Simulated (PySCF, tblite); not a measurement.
# C₆H₁₃NSSi: geometry, infrared bands and NMR shifts

Wanted: the infrared bands and NMR shifts of C₆H₁₃NSSi (`C=N[SiH2][C@H]1C[C@@H](SC)C1`), by calculation.

The runs use tblite 0.8.0 and PySCF 2.14.0, with density-fitted response routines of our own; the level of theory stands in each step. All values are computed, except where a source is named. Atoms are numbered from 0 throughout.

## Step 1: The starting structure

22 atoms, charge 0, multiplicity 1; geometry from: force field or distance geometry start.

Bonds of the start (Å): C0–N1 1.26, N1–Si2 1.77, Si2–C3 1.83, C3–C4 1.50, C4–C5 1.51, C5–S6 1.80, S6–C7 1.81, C5–C8 1.51, C8–C3 1.51, C0–H9 1.08, C0–H10 1.09, Si2–H11 1.48, Si2–H12 1.50, C3–H13 1.11, C4–H14 1.13, C4–H15 1.10, C5–H16 1.11, C7–H17 1.10, C7–H18 1.12, C7–H19 1.12, C8–H20 1.11, C8–H21 1.12.

## Step 2: Geometry optimisation with GFN2-xTB

The job: settings as JSON, then the geometry in Å.

```
{"job": {"kind": "relax", "xc": "GFN2-xTB", "basis": "xTB"}, "charge": 0, "multiplicity": 1}
C     -4.035200     0.013200    -1.237700
N     -2.803900    -0.051800    -0.963800
Si    -2.234100    -0.573400     0.629500
C     -0.419900    -0.801000     0.734300
C      0.295300    -1.092500    -0.556800
C      1.463800    -0.363400     0.058800
S      2.501700     0.569700    -1.085000
C      3.886400     1.421500    -0.300400
C      0.431400     0.443100     0.810400
H     -4.319000     0.338100    -2.223000
H     -4.840800    -0.229700    -0.541500
H     -2.924200    -1.822600     1.004900
H     -2.632400     0.414600     1.683300
H     -0.053800    -1.511200     1.509700
H     -0.096100    -0.467800    -1.414800
H      0.447200    -2.156300    -0.792700
H      2.011500    -1.014900     0.772000
H      4.110900     1.079900     0.721400
H      4.803200     1.290700    -0.935300
H      3.620900     2.509000    -0.261200
H      0.730600     0.754100     1.833900
H      0.046100     1.270100     0.168100
```

On the command line:

```sh
$ OMP_NUM_THREADS=1 python probes_run.py task.json out
```

The driver reads the jobs from task.json and runs them one after another.

**Question.** This job is followed by: GFN2-xTB harmonic vibrations, gas phase; GIAO PBE0/pcSseg-1 NMR shielding, non-relativistic, gas phase. Predict these results of the whole session: strongest single infrared mode (GFN2-xTB); zero-point energy (GFN2-xTB); ¹³C shifts against TMS (PBE0/pcSseg-1, means over atoms taken as alike); ¹H shifts against TMS (PBE0/pcSseg-1, means over atoms taken as alike); ¹⁵N shifts against NH3 (PBE0/pcSseg-1); ²⁹Si shifts against TMS (PBE0/pcSseg-1); ³³S shifts against CS2 (PBE0/pcSseg-1); surface potential, 1st and 99th percentile.

The runs gave:

| quantity | value |
| --- | --- |
| strongest single infrared mode (GFN2-xTB) | 2196 cm⁻¹, 370 km/mol |
| zero-point energy (GFN2-xTB) | 108.8 kcal/mol |
| ¹³C shifts against TMS (PBE0/pcSseg-1, means over atoms taken as alike) | 174.6, 43.7, 29.7, 18.6, 15.0 ppm |
| ¹H shifts against TMS (PBE0/pcSseg-1, means over atoms taken as alike) | 8.94, 8.93, 4.98, 3.37, 2.51, 2.07, 2.01, 1.86 ppm |
| ¹⁵N shifts against NH3 (PBE0/pcSseg-1) | 419.2 ppm |
| ²⁹Si shifts against TMS (PBE0/pcSseg-1) | -39.4 ppm |
| ³³S shifts against CS2 (PBE0/pcSseg-1) | 0 ppm |
| surface potential, 1st and 99th percentile | -1.32 V and 0.85 V |

The optimisation took 190 steps and gained 0.907 eV; among the close pairs (by a distance rule), Si2–C3 changed most, from 1.831 to 1.901 Å. All 60 modes are real, so the xTB geometry is a minimum. The strongest single mode, at 2196 cm⁻¹, moves mainly H11. GFN2-xTB is a fitted tight-binding method: band positions and strengths are rough. Its intensities can rank the bands wrongly. At PBE0/pcSseg-1: The widest tensor belongs to N1: span 875 ppm, with a paramagnetic part of -482 ppm. At PBE0/pcSseg-1, counted by nearest atom on the grid, the HOMO lies on S6 76 %, the LUMO on C0 36 %; N1 31 %.
